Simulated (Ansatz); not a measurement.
# GeBH4+: functionals against CCSD(T) at one geometry

Aim: energy, forces and dipole at a structure displaced at random from a GFN2-xTB minimum, from CCSD(T) and from density functionals.

The runs use Ansatz 0.2.0, Gaussian basis; single points in def2-TZVPP.

Cores are frozen in the correlated methods. Filled d shells of the heavier atoms are correlated. B3LYP uses VWN-RPA correlation.

## 1. Where the work starts

SMILES `[BH2][GeH2+]`, 6 atoms, charge 1, spin multiplicity 1.

Atoms are counted from 1 here; the program's logs count them from 0.

Bond lengths: B1–Ge2 2.073 Å, B1–H3 1.218 Å, B1–H4 1.240 Å, Ge2–H5 1.553 Å, Ge2–H6 1.586 Å. Angles: Ge2–B1–H3 120.6°, Ge2–B1–H4 118.6°, H3–B1–H4 120.8°, B1–Ge2–H5 129.1°, B1–Ge2–H6 125.8°, H5–Ge2–H6 105.0°.

As a file:

```
B    -0.02360   -1.14550    0.09300
Ge    0.03690    0.91480   -0.12340
H    -1.08930   -1.73210    0.14560
H     1.04590   -1.76040    0.21560
H     0.08870    1.76270   -1.42330
H    -0.00860    1.97360    1.05710
```

## 2. CCSD(T)/def2-TZVPP

The input, run/in.yaml:

```yaml
crystal:
  periodic: [false, false, false]
  atoms:
    - {symbol: B, position_ang: [-0.023600, -1.145500, 0.093000]}
    - {symbol: Ge, position_ang: [0.036900, 0.914800, -0.123400]}
    - {symbol: H, position_ang: [-1.089300, -1.732100, 0.145600]}
    - {symbol: H, position_ang: [1.045900, -1.760400, 0.215600]}
    - {symbol: H, position_ang: [0.088700, 1.762700, -1.423300]}
    - {symbol: H, position_ang: [-0.008600, 1.973600, 1.057100]}
basis:
  gaussian: {orbitals: def2-TZVPP}
total_charge: 1
correlation: {method: ccsd_t}
output: {forces: true}
```

No record of the launch command was kept for these runs.

## 3. PBE0-D4/def2-TZVPP

Edit run/in.yaml of step 2 so:

```diff
@@ -12,3 +12,3 @@
 total_charge: 1
-correlation: {method: ccsd_t}
-output: {forces: true}
+hamiltonian: {xc: pbe0, dispersion: d4}
+output: {forces: true, orbitals: {seedname: orbitals}}
```

## 4. wB97M-V/def2-TZVPP

Edit run/in.yaml of step 3 so:

```diff
@@ -12,3 +12,3 @@
 total_charge: 1
-hamiltonian: {xc: pbe0, dispersion: d4}
-output: {forces: true, orbitals: {seedname: orbitals}}
+hamiltonian: {xc: {name: wB97M-V}}
+output: {forces: true}
```

## 5. r2SCAN-D4/def2-TZVPP

Edit run/in.yaml of step 4 so:

```diff
@@ -12,3 +12,3 @@
 total_charge: 1
-hamiltonian: {xc: {name: wB97M-V}}
+hamiltonian: {xc: r2scan, dispersion: d4}
 output: {forces: true}
```

## 6. PBE-D4/def2-TZVPP

Edit run/in.yaml of step 5 so:

```diff
@@ -12,3 +12,3 @@
 total_charge: 1
-hamiltonian: {xc: r2scan, dispersion: d4}
+hamiltonian: {xc: pbe, dispersion: d4}
 output: {forces: true}
```

## 7. BHLYP-D4/def2-TZVPP

Edit run/in.yaml of step 6 so:

```diff
@@ -12,3 +12,3 @@
 total_charge: 1
-hamiltonian: {xc: pbe, dispersion: d4}
+hamiltonian: {xc: {name: BHLYP}, dispersion: d4}
 output: {forces: true}
```

## 8. B3LYP-D4/def2-TZVPP

Edit run/in.yaml of step 7 so:

```diff
@@ -12,3 +12,3 @@
 total_charge: 1
-hamiltonian: {xc: {name: BHLYP}, dispersion: d4}
+hamiltonian: {xc: {name: B3LYP}, dispersion: d4}
 output: {forces: true}
```

(Steps that only read results are left out.)

Before running it: what results should come out? Wanted: energy less free atoms, CCSD(T)/def2-TZVPP; RMS force component; RMS force error; HOMO and LUMO, PBE0-D4; T1 diagnostic.

The runs gave:

| quantity | value |
| --- | --- |
| energy less free atoms, CCSD(T)/def2-TZVPP | -195.1 kcal/mol |
| RMS force component | 0.374 to 0.665 eV/Å over the methods |
| RMS force error | PBE0-D4 0.105, wB97M-V 0.049, r2SCAN-D4 0.132, PBE-D4 0.238, BHLYP-D4 0.101, B3LYP-D4 0.077 eV/Å |
| HOMO and LUMO, PBE0-D4 | -15.25 and -9.28 eV |
| T1 diagnostic | 0.012 |

In words: Against CCSD(T) the functionals' energies less atoms differ by -7.8 to -3.9 kcal/mol, PBE-D4 by -6.0 kcal/mol. CCSD(T) in triple zeta still lacks some correlation energy of the bonds, so part of these gaps is its own basis error and they don't rank the functionals. On forces the order runs from wB97M-V to PBE-D4. Frozen-core CCSD(T) forces in triple zeta carry basis errors of their own, and this is one geometry, so small gaps rank nothing.
